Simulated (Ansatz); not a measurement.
# NbTe: phonons with PBEsol

NbTe:

```
Te Nb
1.0
     3.70297    0.00000    0.00000
    -1.85149    3.20687    0.00000
     0.00000    0.00000    3.69421
Te Nb
1 1
Direct
  0.66667 0.33333 0.00000
  0.00000 0.00000 0.50000
```

The cell comes from a database or a generator and needn't be the stable form of this composition.

```json
{
  "Program": "Ansatz 0.2.0",
  "Task": "phonons",
  "Functional": "PBEsol",
  "Potentials or basis": "Ansatz PAW",
  "Cutoff": "420 eV (not typed: the program's choice for these potentials)",
  "k mesh": "6 × 6 × 5",
  "Occupations": "fermi-dirac, width 0.05 eV",
  "Spin": "no spin polarisation"
}
```

- Band gap on the k mesh: none (metal or under the smearing width)
- Highest phonon frequency at Γ: 220 cm⁻¹

Levels at points of the mesh, in eV from the Fermi level:
```csv
k point,band 13,band 14,band 15,band 16,band 17,band 18
"(0.00, 0.00, 0.00)",-3.10,-2.45,0.05,0.05,2.35,2.35
"(0.00, -0.50, 0.00)",-2.74,-2.70,-0.27,1.15,1.40,2.93
"(-0.50, 0.00, 0.00)",-2.74,-2.70,-0.27,1.15,1.40,2.93
```

Phonon frequencies in cm⁻¹ (negative: imaginary):
| q point | frequencies |
| --- | --- |
| (0.000, 0.000, 0.000) | 0 0 0 215 215 220 |

It took 7.2 s on 2 threads of Arm Neoverse V2, with other jobs on the host, peak memory 0.43 GiB.

 Spin-orbit coupling is left out, which matters for the levels of Te.
